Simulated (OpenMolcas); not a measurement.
# Hf²⁺ among point charges: CASSCF levels and susceptibility

How does a field of 6 point charges split the states of Hf²⁺, and what χT follows?

Method: state-averaged CASSCF, spin-orbit coupling by RASSI with atomic mean-field integrals. Code: OpenMolcas 26.06.

1 further run of the same task is left out (it didn't finish).

**1. The atom as given**

```
Species                           : Hf²⁺ (hafnium, Z = 72, 70 electrons)
Basis                             : ANO-RCC-VDZP [7s6p4d2f1g], 68 functions
Scalar Hamiltonian                : DKH2, point nucleus
Inactive shells                   : 1s 2s 2p 3s 3p 3d 4s 4p 4d 4f 5s 5p
Active space                      : 2 electrons in 5 orbitals (5d)
Some configurations of this space : 5d²
Orbitals                          : optimised for each spin and parity, averaged over all roots
```

Outer shells as boxes (Hund's rule):

5d2
```
5d [↑ ][↑ ][  ][  ][  ]
```

The ion sits among 6 point charges of -1.7 e arranged as a tetragonal octahedron (D4h), 1.75 Å from the ion, with the axial distance 2.065 Å. The active orbitals were held to one l.

Each step is its own input file, run in one work folder so that later steps find the files of earlier ones. Labels, J, g values, rates, χT and fits are worked out afterwards by a script from the matrices that RASSI stores. The input lists half of the charges; inversion (Group=XYZ) makes the rest.

**2. One- and two-electron integrals**

The input, a.inp:

```
&GATEWAY
Coord
1

Hf 0.0 0.0 0.0
Basis=ANO-RCC-VDZP
Group=XYZ
NoMove
AngMom=0.0 0.0 0.0
AMFI
XField
3 Angstrom 0
1.750000 0.000000 0.000000 -1.700000
0.000000 1.750000 0.000000 -1.700000
0.000000 0.000000 2.065000 -1.700000
&SEWARD
```

What it wrote:

```text
Basis set label: HF.ANO-RCC...7S6P4D2F1G.

      Electronic valence basis set:
      ------------------
      Associated Effective Charge  72.000000 au
      Associated Actual Charge     72.000000 au
      Nuclear Model: Point charge

      Shell  nPrim  nBasis  Cartesian Spherical Contaminant
         s      24       7        X
         p      21       6        X
         d      15       4                 X
         f      11       2                 X
         g       4       1                 X
                  Relativistic Douglas-Kroll-Hess integrals:
                    - DKH order of Hamiltonian: 2
                    - DKH order of Properties : 0
                  Atomic mean-field integrals
```

**3. Reference wave functions, triplets of even parity, 10 roots**

The input, a.inp:

```
&RASSCF
FileOrb=start.orb
Symmetry=1
Spin=3
nActEl=2 0 0
Inactive=15 19
Ras2=5 0
CIRoot=10 10 1
SDav=10
CIMx=300
Iter=120 100
PrWF=0.3
OrbListing=Nothing
MaxOrb=0
SupSym
1
20 4 5 6 7 8 10 11 12 13 14 16 17 18 19 20 23 24 25 26 27
0
>>> COPY $Project.JobIph JOB001
```

start.orb holds the contracted functions of the basis, ordered by shell, or the orbitals of the step before.

What it wrote (excerpt; [...] marks lines left out):

```text
[...]
      Number of active orbitals                  5
[...]
      Spin quantum number                      1.0
[...]
      Active orbitals                            5   0
[...]
      Number of CSFs                            10
      Number of root(s) required                10
[...]
      Convergence after  8 iterations
[...]
      Natural orbitals and occupation numbers for root  1
      sym 1:   0.001526   0.998474  -0.000000   0.998474   0.001526
      Natural orbitals and occupation numbers for root  2
      sym 1:   0.995614   0.995614   0.004386   0.000000   0.004386
      Natural orbitals and occupation numbers for root  3
      sym 1:   0.995614   0.004386   0.004386  -0.000000   0.995614
::    RASSCF root number  1 Total energy: -15069.55055206
::    RASSCF root number  2 Total energy: -15069.52302131
::    RASSCF root number  3 Total energy: -15069.52302131
[...]
::    RASSCF root number  7 Total energy: -15069.27304534
::    RASSCF root number  8 Total energy: -15069.27304534
::    RASSCF root number  9 Total energy: -15069.22752104
::    RASSCF root number 10 Total energy: -15069.08823321
```

**4. Reference wave functions, singlets of even parity, 15 roots**

The input, a.inp:

```
&RASSCF
FileOrb=start.orb
Symmetry=1
Spin=1
nActEl=2 0 0
Inactive=15 19
Ras2=5 0
CIRoot=15 15 1
SDav=15
CIMx=300
Iter=120 100
PrWF=0.3
OrbListing=Nothing
MaxOrb=0
SupSym
1
20 4 5 6 7 8 10 11 12 13 14 16 17 18 19 20 23 24 25 26 27
0
>>> COPY $Project.JobIph JOB002
```

What it wrote (excerpt; [...] marks lines left out):

```text
[...]
      Number of active orbitals                  5
[...]
      Spin quantum number                      0.0
[...]
      Active orbitals                            5   0
[...]
      Number of CSFs                            15
      Number of root(s) required                15
[...]
      Convergence after  8 iterations
[...]
      Natural orbitals and occupation numbers for root  1
      sym 1:   0.001190   0.998810   0.001190   0.998810   0.000000
      Natural orbitals and occupation numbers for root  2
      sym 1:  -0.000000   0.999750   0.000250   0.999750   0.000250
      Natural orbitals and occupation numbers for root  3
      sym 1:   0.864450   0.268772   0.000694   0.864450   0.001634
::    RASSCF root number  1 Total energy: -15069.52147642
::    RASSCF root number  2 Total energy: -15069.52134286
::    RASSCF root number  3 Total energy: -15069.50136107
[...]
::    RASSCF root number 12 Total energy: -15069.21117448
::    RASSCF root number 13 Total energy: -15069.12279170
::    RASSCF root number 14 Total energy: -15069.05025654
::    RASSCF root number 15 Total energy: -15068.93722010
```

**5. State interaction with spin-orbit coupling**

The input, a.inp:

```
&RASSI
NrOfJobIphs=2 10 15
1 2 3 4 5 6 7 8 9 10
1 2 3 4 5 6 7 8 9 10 11 12 13 14 15
IphNames
JOB001
JOB002
EJob
SpinOrbit
DIPRint=1.0
SOCoupling=1000.0
Subsets=2
Property=9
'ANGMOM' 1 'ANGMOM' 2 'ANGMOM' 3 'MLTPL  1' 1 'MLTPL  1' 2 'MLTPL  1' 3
'AMFI' 1 'AMFI' 2 'AMFI' 3
SOProperty=3
'ANGMOM' 1 'ANGMOM' 2 'ANGMOM' 3
```

What it wrote (excerpt; [...] marks lines left out):

```text
SPIN-FREE ENERGIES:
  (Shifted by EMIN (a.u.) =     -15069.5505520588)
 SF State       Relative EMIN(au)   Rel lowest level(eV)    D:o, cm**(-1)      L_eff
     1             0.0000000000        0.0000000000              0.0000         2.7
     2             0.0275307454        0.7491497466           6042.3002         2.7
     3             0.0275307454        0.7491497466           6042.3002         2.7
    11             0.0290756382        0.7911884207           6381.3650         3.2
    12             0.0292091983        0.7948227780           6410.6780         3.2
    13             0.0491909932        1.3385551146          10796.1751         3.0
    14             0.0568446507        1.5468217467          12475.9588         3.2
    15             0.0568446507        1.5468217467          12475.9588         3.2
    16             0.1057801712        2.8784250951          23216.0641         2.7
     4             0.1972273728        5.3668302200          43286.4049         2.1
[...]
Eigenvalues of complex Hamiltonian:
   -----------------------------------
  (Shifted by EMIN (a.u.) =     -15069.5505520588)
 SO State       Relative EMIN(au)   Rel lowest level(eV)    D:o, cm**(-1)     J-value
     1            -0.0003889647        0.0000000000              0.0000         2.9
     2            -0.0002293395        0.0043436226             35.0337         2.8
     3            -0.0002293395        0.0043436226             35.0337         2.8
     4             0.0250410711        0.6919865252           5581.2477         2.1
     5             0.0253665370        0.7008429038           5652.6792         2.1
     6             0.0274297888        0.7569868453           6105.5107         2.2
     7             0.0274297888        0.7569868453           6105.5107         2.2
     8             0.0287830870        0.7938119664           6402.5253         2.0
     9             0.0288146023        0.7946695404           6409.4421         2.1
    10             0.0295760506        0.8153896041           6576.5607         2.5
    11             0.0300227822        0.8275457892           6674.6069         2.5
[...]
```

Time for these steps: 6.2 s (1 thread, shared host).

Spin-free states, with their symmetry labels:

| state | degeneracy | E (cm-1) | free-ion L (%) |
| --- | --- | --- | --- |
| 3A2 | 1 | 0 | F (83) |
| 3E | 2 | 6042 | F (84) |
| 1B2 | 1 | 6381 | G (54) |
| 1B1 | 1 | 6411 | G (57) |
| 1A1 | 1 | 10796 | G (54) |
| 1E | 2 | 12476 | G (54) |
| 1A1 | 1 | 23216 | G (49) |
| 3E | 2 | 43286 | P (52) |
| 3B2 | 1 | 45221 | F (100) |
| 1E | 2 | 48154 | G (85) |
| 1B2 | 1 | 52717 | D (54) |
| 3E | 2 | 60906 | F (68) |
| 1E | 2 | 67128 | G (61) |
| 3A2 | 1 | 70897 | P (83) |
| 1A2 | 1 | 74485 | G (100) |
| 1A1 | 1 | 93883 | G (47) |
| 3B1 | 1 | 101467 | F (100) |
| 1B1 | 1 | 109802 | D (57) |
| 1A1 | 1 | 134611 | G (50) |

With spin-orbit coupling:

```tsv
E (cm-1)	Degeneracy	Label	2S+1	g
0.0	1	A1	3	
35.0	2	E	3	0.00 0.00 3.99
5581	1	B1	3	
5653	1	B2	3	
6106	2	E	3	0.00 0.00 2.14
6403	1	A2	3	
6409	1	A1	3	
6577	1	B2	1	
6675	1	B1	1	
10873	1	A1	1	
12543	2	E	1	0.00 0.00 1.81
23293	1	A1	1	
43141	1	A2	3	
43154	1	A1	3	
43348	2	E	3	0.00 0.00 1.78
43573	1	B1	3	
43613	1	B2	3	
45324	2	E	3	0.00 0.00 3.79
45374	1	B1	3	
48281	2	E	1	0.00 0.00 1.94
52822	1	B2	1	
60792	1	B2	3	
60796	1	B1	3	
60979	2	E	3	0.00 0.00 1.68
```

Principal g values are given for doublets only; a zero marks a field direction without first-order Zeeman splitting.

Powder χT (cm³ K/mol): 0.07 at 2 K, 0.16 at 5 K, 0.33 at 10 K, 0.59 at 20 K, 0.81 at 50 K, 0.87 at 100 K, 0.88 at 150 K, 0.89 at 200 K, 0.90 at 250 K, 0.91 at 300 K.

Orbitals of the lowest block (energies include the constant potential of the surroundings):

| shell | space | energy (hartree) | mean occupation | ⟨r²⟩ (bohr²) |
| --- | --- | --- | --- | --- |
| 1s | inactive | -2407.3931 | 2.000 | 0.000463 |
| 2s | inactive | -415.1388 | 2.000 | 0.00755 |
| 2p | inactive | -365.4919 | 6.000 | 0.00621 |
| 3s | inactive | -95.0601 | 2.000 | 0.0495 |
| 3p | inactive | -79.8532 | 6.000 | 0.0500 |
| 3d | inactive | -61.1862 | 10.000 | 0.0419 |
| 4s | inactive | -18.4888 | 2.000 | 0.248 |
| 4p | inactive | -13.3806 | 6.000 | 0.281 |
| 4d | inactive | -6.5259 | 10.000 | 0.334 |
| 4f | inactive | 1.0846 | 14.000 | 0.553 |
| 5s | inactive | -0.6977 | 2.000 | 1.49 |
| 5p | inactive | 0.6471 | 6.000 | 2.03 |
| 5d | RAS2 |  | 2.000 | 8.76 |

**6. Results**

| quantity | value |
| --- | --- |
| method | CASSCF |
| spin-free ground state | 3A2, 1-fold in its orbital part |
| first state of the same spin within the active space | 3E at 6040 cm⁻¹ |
| lowest level | 1-fold A1 |
| next level | 35.0 cm⁻¹ |
| χT at 300 K | 0.91 cm³ K/mol |
| effective moment at 300 K | 2.69 μB |

In words: The spin-free ground state (3A2) comes to 83 % from free-ion F terms and keeps the highest spin of the shell. χT at 300 K is 0.91, against 1.00 cm³ K/mol for the spin alone, so spin-orbit coupling lowers it. The field of point charges can differ much from that of real complexes. This is an electrostatic model: the charges have no orbitals.
